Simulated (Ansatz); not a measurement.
# C (Fd-3m): how far a G0W0 gap depends on its settings

Aim: test how the G0W0 gap of C in the diamond structure moves with the number of bands, the screening cutoff and the other choices.

The runs shown are made with Ansatz 0.2.0. G0W0, plane waves. No spin polarisation and no zero-point or thermal motion.

4 further runs of the same task are left out: 4 that didn't finish.

**1. Starting point**

The cell was relaxed beforehand with r2SCAN.

The symmetry is Fd-3m (No. 227, cubic); conventional cell a = 3.560 Å, 5.64 Å³ an atom. Around C lie 4 C at 1.54 Å.

Coordinates:

```
C
1.0
     0.00000    1.78012    1.78012
     1.78012    0.00000    1.78012
     1.78012    1.78012    0.00000
C
2
Direct
  0.00000 0.00000 0.00000
  0.25000 0.25000 0.25000
```

**2. From PBE, 8 empty bands, 80 eV**

File input.yaml:

```yaml
crystal:
  lattice:
    - [0.0, 1.7801241411, 1.7801241411]
    - [1.7801241411, 0.0, 1.7801241411]
    - [1.7801241411, 1.7801241411, 0.0]
  atoms:
    - { symbol: C, position: [0.0, 0.0, 0.0] }
    - { symbol: C, position: [0.25, 0.25, 0.25] }
kpoints:
  mp_grid: { grid: [4, 4, 4] }
hamiltonian:
  xc: pbe
scf:
  occupations: { method: fixed }
gw:
  n_empty_bands: 8
  ecut_chi: 80
  qp_bands: [v1, c1]
  qp_kpoints: band_edges
  screening: { model: contour_deformation }
```

The run is started by

```sh
$ ansatz run input.yaml --threads 4 --pin off --max-ram 3686MiB --backend cpu --events-out ev --progress --plain --runs-dir out
```

**3. From LDA, 60 empty bands, 80 eV**

input.yaml: that of step 2 with these lines changed.

```diff
@@ -11,3 +11,3 @@
 hamiltonian:
-  xc: pbe
+  xc: lda
 scf:
@@ -15,3 +15,3 @@
 gw:
-  n_empty_bands: 8
+  n_empty_bands: 60
   ecut_chi: 80
@@ -19,2 +19,2 @@
   qp_kpoints: band_edges
-  screening: { model: contour_deformation }
+  screening: { model: godby_needs }
```

**4. From PBE, 30 empty bands, 40 eV**

input.yaml: that of step 3 with these lines changed.

```diff
@@ -11,3 +11,3 @@
 hamiltonian:
-  xc: lda
+  xc: pbe
 scf:
@@ -15,6 +15,6 @@
 gw:
-  n_empty_bands: 60
-  ecut_chi: 80
+  n_empty_bands: 30
+  ecut_chi: 40
   qp_bands: [v1, c1]
   qp_kpoints: band_edges
-  screening: { model: godby_needs }
+  screening: { model: contour_deformation }
```

**5. From LDA, 60 empty bands, 80 eV, plasmon_pole_fit_frequency 5**

input.yaml: that of step 4 with these lines changed.

```diff
@@ -11,3 +11,3 @@
 hamiltonian:
-  xc: pbe
+  xc: lda
 scf:
@@ -15,6 +15,7 @@
 gw:
-  n_empty_bands: 30
-  ecut_chi: 40
+  n_empty_bands: 60
+  ecut_chi: 80
   qp_bands: [v1, c1]
   qp_kpoints: band_edges
-  screening: { model: contour_deformation }
+  screening: { model: godby_needs }
+  plasmon_pole_fit_frequency: 5
```

Before running it: what results should come out? Wanted: for each run, start; potentials; frequencies; empty bands; cutoff; Kohn-Sham gap; G0W0 gap.

As calculated:

```
start  potentials   frequencies  empty bands  cutoff (eV)   mesh  Kohn-Sham gap (eV)  G0W0 gap (eV)
  LDA         PAW          pole           60           80  4×4×4                4.41           5.51
  PBE         PAW          full           30           40  4×4×4                4.45           5.32
  LDA         PAW  pole at 5 eV           60           80  4×4×4                4.41           5.50
```

Gaps are those on each run's own mesh. Runs that failed or were set aside have no row.

Over the runs in the table the G0W0 gap on the mesh spans 5.32 to 5.51 eV, and the shift from the starting levels +0.87 to +1.10 eV; where more than one setting differs between two runs, no single one explains their difference. No extrapolation in bands, cutoff or mesh was made for G0W0.
